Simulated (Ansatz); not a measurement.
One input on several machines: HSE06, MoS2 (P6_3/mmc), atoms displaced at random by about 0.04 Å along each cell vector

The runs below are of Ansatz 0.2.0 on an Arm Neoverse N1 node (56 of its 64 cores, memory capped at 64 GiB); a node with four NVIDIA GB300 Max-Q cards and 144 Grace (Neoverse V2) cores; a node with four NVIDIA GB200 cards and 144 Grace (Neoverse V2) cores; a node with eight NVIDIA H100 80GB cards and 96 AMD EPYC 7R13 cores; an Intel Xeon 6975P-C node (Granite Rapids, 96 cores, 192 hardware threads, 360 GiB), one at a time and with no other job on the machine; times are wall-clock times from launch to exit. Times and memory are rounded to two significant figures, and ratios are formed from the unrounded values. A row is a single run, so small differences between rows aren't established. System services beside the runs took up to 5 cores (rounded up). Precision is the program's default, which can work at lower precision in parts of a run. Card memory is the largest of readings taken every 0.4 s, so short peaks can be missed, and it isn't given for runs under about 3 s. It shows what a run took, which needn't be the least that it can run in: the program holds more work at once where threads and free memory allow.

Commands are shown without the flags for output files and display.

The PAW files were made with PBE. For this functional the program regenerates the frozen cores at set-up.

```
atoms                                                              : 6
valence electrons                                                  : 52
cell volume                                                        : 118.1 Å³
cutoff (chosen by the program)                                     : 420 eV
k mesh                                                             : 6×6×2
k points solved                                                    : 40
symmetry operations used (translations within a supercell counted) : 1
plane waves at Γ                                                   : 2325
dense FFT grid                                                     : 24×24×90
bands at the start                                                 : 34
spin                                                               : none
first density                                                      : atoms corrected by the program's trained network
```

Input used:

```yaml
crystal:
  lattice:
    - [3.192238, 0.000000, 0.000000]
    - [-1.596119, 2.764559, 0.000000]
    - [0.000000, 0.000000, 13.378294]
  atoms:
    - { symbol: Mo, position: [0.673930, 0.333061, 0.248782] }
    - { symbol: Mo, position: [0.333133, 0.660256, 0.751719] }
    - { symbol: S, position: [0.680388, 0.356665, 0.629920] }
    - { symbol: S, position: [0.323323, 0.675138, 0.376292] }
    - { symbol: S, position: [0.643588, 0.344193, 0.871382] }
    - { symbol: S, position: [0.325890, 0.677718, 0.131685] }
kpoints:
  mp_grid: { grid: [6, 6, 2] }
hamiltonian:
  xc: hse06
scf:
  occupations: { method: fixed }
  n_extra_bands: 8
output: { forces: true }
```

The log of this input tells: exchange on 15×15×60 points. «exchange on a×b×c points»: exact exchange forms its pair densities on this grid and not on the dense one, without the augmentation charges, which are treated apart.

```
           machine share                                           command  wall time  SCF clock  outside it  CPU time  SCF iterations  exchange cycles  threads  the cards share  host memory (GiB)  fullest card (GiB)            remarks
               1 × GB200  ansatz run input.yaml --backend cuda --devices 1      4.1 s      2.4 s       1.7 s      37 s              21                2       72                                 2.5                  12  band table 0.60 s
               1 × GB300  ansatz run input.yaml --backend cuda --devices 1      7.9 s      6.1 s       1.7 s      50 s              30                3       72                                 2.7                  12  band table 0.73 s
                1 × H100  ansatz run input.yaml --backend cuda --devices 1      5.7 s      3.2 s       2.5 s      28 s              22                2       48                                 1.9                  10  band table 0.72 s
                8 × H100  ansatz run input.yaml --backend cuda --devices 8       13 s      4.8 s       7.7 s      46 s              21                2      8×8         k points                3.9                 7.5   band table 1.9 s
96 threads, Xeon 6975P-C               ansatz run input.yaml --backend cpu      4.5 s      3.6 s      0.91 s   4.6 min              21                2       96                                 4.6                      band table 0.32 s
```

The SCF clock is the program's own. It runs from the start of the first SCF loop to the final result and holds forces, stress, later SCFs and response steps. Outside it lie start-up, exit and the set-up ahead of the first loop, which depends on the cell and the method.

SCF iterations are those that the program logged, summed over all steps and exchange cycles of a run; an SCF made in search of a lower state can go uncounted. A hybrid's count includes the PBE SCF that it starts from.

«band table a s»: behind the SCF the program solved its bands further for a band table, asked for or not, which took a s of the SCF clock (told where that is 5 % of it or more). Threads written as a×b are a pools of b host workers, as the log lists them; the log's own count of threads can differ.

The runs didn't take the same course to convergence: their counts of Hamiltonian applications differ by up to a factor of 1.4, so the times aren't for equal work.

The machines don't compute alike at the default precision: the logs show emulated matrix products on GB200 and GB300, and some doubles held as pairs of floats on GB300.

The runs on cards also kept host threads busy (see the CPU time), so differences between cards can come from their hosts too.

Among these rows the slowest by wall time (8 × H100) takes 3.0 times as long as the fastest (1 × GB200). Up to 62 % of a wall time lies outside the SCF clock (8 × H100), so the wall times show the speed at the clocked work only in part. On the SCF clock alone the slowest (1 × GB300) takes 2.6 times as long as the fastest (1 × GB200).

The gap on the SCF clock between 1 × GB300 and 1 × GB200 (6.1 s against 2.4 s) wasn't traced.

Q: How long does the same input take on 56 threads, Neoverse N1 (taskset -c 8-63 ansatz run input.yaml --backend cpu --max-ram 64GiB)?

A: 13 s, in 21 SCF iterations, 2.9 times the time on 96 threads, Xeon 6975P-C; peak host memory 4.3 GiB. Of the wall time 11 s is on the SCF clock and 1.7 s outside. On the SCF clock alone it is 3.1 times that on 96 threads, Xeon 6975P-C (11 s against 3.6 s). It made 2 exchange cycles; 6 of its SCF iterations are the PBE warm-up, and the exchange loop closed at a last move of 1e-6 eV. Remarks: band table 0.73 s.
